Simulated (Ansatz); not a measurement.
Write the native input for Ansatz 0.2.0 that does the following.

```
Task                                : band structure
Functional                          : PBEsol
Potentials or basis                 : Ansatz PAW
Cutoff                              : 420 eV (not typed: the program's choice for these potentials)
k mesh                              : 7 × 7 × 7
Occupations                         : fermi-dirac, width 0.05 eV
Spin                                : no spin polarisation
Path                                : [["G", "X", "W", "K", "G", "L", "U", "W", "L", "K"], ["U", "X"]]
Points for each segment of the path : 14
```

The system is GaGe3.

```
CELL_PARAMETERS angstrom
0.00000 3.38717 3.38717
3.38717 0.00000 3.38717
3.38717 3.38717 0.00000
ATOMIC_POSITIONS crystal
Ge 0.50000 0.50000 0.50000
Ge 0.75000 0.75000 0.75000
Ge 0.25000 0.25000 0.25000
Ga 0.00000 0.00000 0.00000
```

The cell comes from a database or a generator and needn't be the stable form of this composition.

One way to write it, as run:

input.yaml

```yaml
crystal:
  lattice:
    - [0.0, 3.387167, 3.387167]
    - [3.387167, 0.0, 3.387167]
    - [3.387167, 3.387167, 0.0]
  atoms:
    - { symbol: Ge, position: [0.5, 0.5, 0.5] }
    - { symbol: Ge, position: [0.75, 0.75, 0.75] }
    - { symbol: Ge, position: [0.25, 0.25, 0.25] }
    - { symbol: Ga, position: [0.0, 0.0, 0.0] }
hamiltonian:
  xc: pbesol
  pseudopotentials: { kind: paw }
kpoints:
  mp_grid: { grid: [7, 7, 7] }
  band_path:
    path:
      - [[0.0, 0.0, 0.0], [0.5, 0.0, 0.5], [0.5, 0.25, 0.75], [0.375, 0.375, 0.75], [0.0, 0.0, 0.0], [0.5, 0.5, 0.5], [0.625, 0.25, 0.625], [0.5, 0.25, 0.75], [0.5, 0.5, 0.5], [0.375, 0.375, 0.75]]
      - [[0.625, 0.25, 0.625], [0.5, 0.0, 0.5]]
    npoints: 14
scf:
  occupations: { method: fermi_dirac, width: 0.05 }
  n_extra_bands: 10
output:
  forces: true
  stress: true
  eigenvalues: true
  fatbands: true
  write_density: true
  write_potential: true
  elf: true
  volumetric_format: npy
```

Potentials or basis: Ansatz PAW.

Command:

```bash
$ ansatz run input.yaml --threads 2 --pin off --max-ram 5632MiB --backend cpu --events-out ev --progress --plain --runs-dir out
```

It gave:

The pressure is -3.9 GPa and the band gap on the k mesh is none (metal or under the smearing width).

Caveat: the PAW data sets come from PBE, with cores solved anew for the run's functional, which leaves a small shift of forces and pressure.

Run time: 5.7 s on 2 threads of Intel(R) Xeon(R) 6975P-C (Granite Rapids) (shared host), peak memory 0.51 GiB.
